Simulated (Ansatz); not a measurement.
**Ti2Te2P: further runs on the relaxed cell**

One table from this session's results is given with a row withheld; the runs are named, their logs left out.

Computed with Ansatz 0.2.0 (DFT PBEsol, scalar-relativistic, plane waves, PAW, unless a step's input says otherwise).

2 further runs of the same task are left out: 2 set aside as unsound or not needed.

### The system as given

Symmetry: R-3m, No. 166, trigonal system. The conventional cell has a = 3.597 Å, b = 3.597 Å, c = 28.159 Å, α = 90.00°, β = 90.00°, γ = 120.00°. Ti (site symmetry 3m) has 3 P at 2.45 Å and 3 Te at 2.75 Å in its first shell of neighbours. Te (site symmetry 3m) has 3 Ti at 2.75 Å in its first shell of neighbours. P (site symmetry -3m) has 6 Ti at 2.45 Å in its first shell of neighbours.

Coordinates:

```
CELL_PARAMETERS angstrom
1.79871 1.03849 9.38646
-1.79871 1.03849 9.38646
0.00000 -2.07697 9.38646
ATOMIC_POSITIONS crystal
Ti 0.62026 0.62026 0.62026
Ti 0.37974 0.37974 0.37974
Te 0.22267 0.22267 0.22267
Te 0.77733 0.77733 0.77733
P 0.00000 0.00000 0.00000
```

It goes back to an entry of the Materials Project.

It is the result of an earlier relaxation at this level (volume 21.04 Å³/atom; gap on the mesh: none (metal)).

Set-up of the first run:

Contents of input.yaml:

```yaml
crystal:
  lattice:
    - [1.798711638, 1.0384866484, 9.3864571639]
    - [-1.798711638, 1.0384866484, 9.3864571639]
    - [0.0, -2.0769732968, 9.3864571639]
  atoms:
    - { symbol: Ti, position: [0.6202554413, 0.6202554413, 0.6202554413] }
    - { symbol: Ti, position: [0.3797445587, 0.3797445587, 0.3797445587] }
    - { symbol: Te, position: [0.2226698626, 0.2226698626, 0.2226698626] }
    - { symbol: Te, position: [0.7773301374, 0.7773301374, 0.7773301374] }
    - { symbol: P, position: [0.0, 0.0, 0.0] }
basis:
  ecutwfc: 420
kpoints:
  mp_grid: { grid: [12, 12, 12] }
  band_path:
    path:
      - [[0.0, 0.0, 0.0], [0.5, 0.5, 0.5], [0.82517301, 0.17482699, 0.5]]
      - [[0.5, -0.17482699, 0.17482699], [0.5, 0.0, 0.0], [0.0, 0.0, 0.0], [0.33741349, -0.33741349, 0.0]]
      - [[0.66258651, 0.0, 0.33741349], [0.5, 0.0, 0.5], [0.0, 0.0, 0.0]]
    npoints: 14
hamiltonian:
  xc: pbesol
scf:
  occupations: { method: gaussian, width: 0.1 }
  n_extra_bands: 12
output:
  forces: true
  stress: true
  eigenvalues: true
  populations: true
  dos: { projected: true, de: 0.02, nscf_kmesh: { grid: [18, 18, 18] } }
  bader: true
  write_density: true
  write_potential: true
  elf: true
  volumetric_format: npy
```

Started as:

```console
> ansatz run input.yaml --threads 2 --pin off --max-ram 5120MiB --backend cpu --events-out ev --progress --plain --runs-dir out
```

Steps of the session up to this table: Bands, states and charges; The cell scaled to 0.97 of its volume; Point at V/V0 = 1.03; The cell scaled to 0.94 of its volume; The cell scaled to 1.06 of its volume.

One of the session's tables, all rows but one given; the rest of the session is left out.

It belongs to the step «Energy against volume». 

| volume (Å³/atom) | energy above the lowest point (meV/atom) | pressure (GPa) |
| --- | --- | --- |
| 19.778 | 12.7 | 3.72 |
| 20.409 | ? | ? |
| 21.040 | 0.0 | 0.00 |
| 21.671 | 1.9 | -0.84 |
| 22.302 | 5.8 | -1.11 |

**Question.** Estimate the row for volume (Å³/atom) = 20.409.

Worked estimate for «energy above the lowest point (meV/atom)». A straight line through the neighbours (19.778, 12.7) and (21.040, 0.0) gives 12.7 + (0.0 − 12.7) × (20.409 − 19.778) / (21.040 − 19.778) = 6.4; a parabola fitted to 3 rows on both sides gives 3.6.

**Answer.** energy above the lowest point (meV/atom): 2.7; pressure (GPa): 1.51. In «energy above the lowest point (meV/atom)» the line misses by +3.7 and the parabola by +0.9.
